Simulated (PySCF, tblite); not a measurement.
**C₅H₁₁BN₂S: geometry, infrared bands and NMR shifts**

What infrared bands and NMR shifts should C₅H₁₁BN₂S (`C=CC(=S)N(C)B(C)N`) show?

The runs use tblite 0.8.0 and PySCF 2.14.0, with density-fitted response routines of our own; the level of theory stands in each step. All values are computed, except where a source is named. Atoms are numbered from 0 throughout.

## (1) The starting structure

20 atoms, charge 0, multiplicity 1; geometry from: force field or distance geometry start.

Bonds of the start (Å): C0–C1 1.34, C1–C2 1.43, C2–S3 1.64, C2–N4 1.44, N4–C5 1.46, N4–B6 1.52, B6–C7 1.57, B6–N8 1.54, C0–H9 1.09, C0–H10 1.06, C1–H11 1.10, C5–H12 1.13, C5–H13 1.10, C5–H14 1.10, C7–H15 1.12, C7–H16 1.11, C7–H17 1.12, N8–H18 1.06, N8–H19 1.04.

## (2) Geometry optimisation with GFN2-xTB

The job: settings as JSON, then the geometry in Å.

```
{"job": {"kind": "relax", "xc": "GFN2-xTB", "basis": "xTB"}, "charge": 0, "multiplicity": 1}
C      3.145500    -0.968300    -0.589000
C      1.873000    -0.675100    -0.274500
C      1.136800     0.411600    -0.838600
S      1.782600     1.415800    -1.969800
N     -0.221700     0.632100    -0.415300
C     -1.021500     1.720200    -0.975700
B     -0.774600    -0.327700     0.624200
C     -1.511300     0.122400     1.937000
N     -1.044400    -1.748400     0.105600
H      3.555800    -1.830300    -0.053200
H      3.681700    -0.396700    -1.309300
H      1.363400    -1.295200     0.474700
H     -0.433600     2.671600    -0.817900
H     -1.044200     1.574100    -2.064300
H     -1.989000     1.848000    -0.473200
H     -2.142700    -0.732800     2.284900
H     -0.843500     0.416000     2.768600
H     -2.234500     0.923300     1.647700
H     -1.540400    -1.578500    -0.813300
H     -1.742500    -2.171500     0.748300
```

Started as:

```console
> OMP_NUM_THREADS=1 python probes_run.py task.json out
```

One launch serves the whole session: the jobs run in the order shown.

**Question.** This job is followed by: GFN2-xTB harmonic vibrations, gas phase; GIAO PBE0/pcSseg-1 NMR shielding, non-relativistic, gas phase. What will the session give for the following? strongest single infrared mode (GFN2-xTB); zero-point energy (GFN2-xTB); ¹³C shifts against TMS (PBE0/pcSseg-1); ¹H shifts against TMS (PBE0/pcSseg-1, means over atoms taken as alike); ³³S shifts against CS2 (PBE0/pcSseg-1); ¹⁵N shifts against NH3 (PBE0/pcSseg-1); ¹¹B shifts against BF3·OEt2 (PBE0/pcSseg-1).

As calculated:

```
                                                              quantity                                   value
                             strongest single infrared mode (GFN2-xTB)                   1357 cm⁻¹, 462 km/mol
                                          zero-point energy (GFN2-xTB)                          100.5 kcal/mol
                                ¹³C shifts against TMS (PBE0/pcSseg-1)      214.8, 144.5, 136.5, 43.8, 2.5 ppm
¹H shifts against TMS (PBE0/pcSseg-1, means over atoms taken as alike)  7.08, 6.98, 5.76, 3.54, 3.44, 0.44 ppm
                                ³³S shifts against CS2 (PBE0/pcSseg-1)                                 518 ppm
                                ¹⁵N shifts against NH3 (PBE0/pcSseg-1)                        191.1, 107.7 ppm
                           ¹¹B shifts against BF3·OEt2 (PBE0/pcSseg-1)                                31.7 ppm
```

The optimisation took 189 steps and gained 1.467 eV; among the close pairs (by a distance rule), B6–N8 changed most, from 1.536 to 1.389 Å. No mode is imaginary among the 54: a minimum at this level. The strongest single mode, at 1357 cm⁻¹, is spread over many atoms; the largest shares are those of B6, N4. Unscaled tight-binding wavenumbers are off by several per cent, some by more. Its intensities can rank the bands wrongly. At PBE0/pcSseg-1: The widest tensor belongs to S3: span 1436 ppm, with a paramagnetic part of -1072 ppm.
